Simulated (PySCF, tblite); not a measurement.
# C3H7FN2Si: geometry, infrared bands and NMR shifts

Aim: predict the infrared bands and NMR shifts of C3H7FN2Si (`[H]/N=C/C(=C)[Si@@H](N)F`).

Computed with tblite 0.8.0 and PySCF 2.14.0, with density-fitted response routines of our own, on a single molecule in the gas phase. Atoms count from 0, in the outputs and in this text.

## Step 1: The starting structure

14 atoms, charge 0, multiplicity 1; geometry from: force field or distance geometry start.

Bonds of the start (Å): C0–C1 1.33, C1–C2 1.47, C2–N3 1.28, C1–Si4 1.83, Si4–N5 1.76, Si4–F6 1.69, C0–H7 1.08, C0–H8 1.08, C2–H9 1.08, N3–H10 1.04, Si4–H11 1.49, N5–H12 1.03, N5–H13 1.03.

## Step 2: Optimising the geometry with GFN2-xTB

What the job is given:

```
{"job": {"kind": "relax", "xc": "GFN2-xTB", "basis": "xTB"}, "charge": 0, "multiplicity": 1}
C     -0.563300    -1.197900     1.342300
C     -0.076100    -0.545100     0.289500
C      1.351600    -0.681800    -0.026500
N      2.163200    -1.403300     0.653400
Si    -1.143700     0.518500    -0.749100
N     -0.693900     2.214200    -0.684900
F     -1.122900     0.006400    -2.360000
H     -1.613300    -1.070800     1.558800
H      0.031600    -1.833700     1.984900
H      1.743500    -0.151600    -0.877300
H      3.157500    -1.437900     0.340700
H     -2.535800     0.366200    -0.249300
H     -0.507600     2.615600     0.249100
H     -0.191700     2.600700    -1.493700
```

Command:

```console
> OMP_NUM_THREADS=1 python probes_run.py task.json out
```

One launch serves the whole session: the jobs run in the order shown.

**Question.** This job is followed by: GFN2-xTB harmonic vibrations, gas phase; GIAO PBE0/pcSseg-1 NMR shielding, non-relativistic, gas phase. What will the session give for the following? strongest single infrared mode (GFN2-xTB); zero-point energy (GFN2-xTB); 13C shifts against TMS (PBE0/pcSseg-1); 1H shifts against TMS (PBE0/pcSseg-1, means over atoms taken as alike); 15N shifts against NH3 (PBE0/pcSseg-1); 29Si shifts against TMS (PBE0/pcSseg-1); 19F shifts against CFCl3 (PBE0/pcSseg-1).

**Answer**, as computed:

| quantity | value |
| --- | --- |
| strongest single infrared mode (GFN2-xTB) | 848 cm⁻¹, 306 km/mol |
| zero-point energy (GFN2-xTB) | 61.9 kcal/mol |
| 13C shifts against TMS (PBE0/pcSseg-1) | 171.3, 152.3, 143.6 ppm |
| 1H shifts against TMS (PBE0/pcSseg-1, means over atoms taken as alike) | 11.11, 8.81, 7.48, 5.98, 5.44, 0.74 ppm |
| 15N shifts against NH3 (PBE0/pcSseg-1) | 356.5, 27.0 ppm |
| 29Si shifts against TMS (PBE0/pcSseg-1) | -10.9 ppm |
| 19F shifts against CFCl3 (PBE0/pcSseg-1) | -183.2 ppm |

**Reading.** Relaxing lowered the energy by 0.416 eV in 124 steps; the close pair that moved most is Si4–F6, from 1.690 to 1.615 Å. No mode is imaginary among the 36: a minimum at this level. The strongest single mode, at 848 cm⁻¹, has its largest shares on Si4, F6, H13 and H12 (the list is cut at 4 atoms). Unscaled tight-binding wavenumbers are off by several per cent, some by more. Its intensities can rank the bands wrongly. At PBE0/pcSseg-1: The largest span, 686 ppm, is at N3, where the paramagnetic term is -408 ppm.
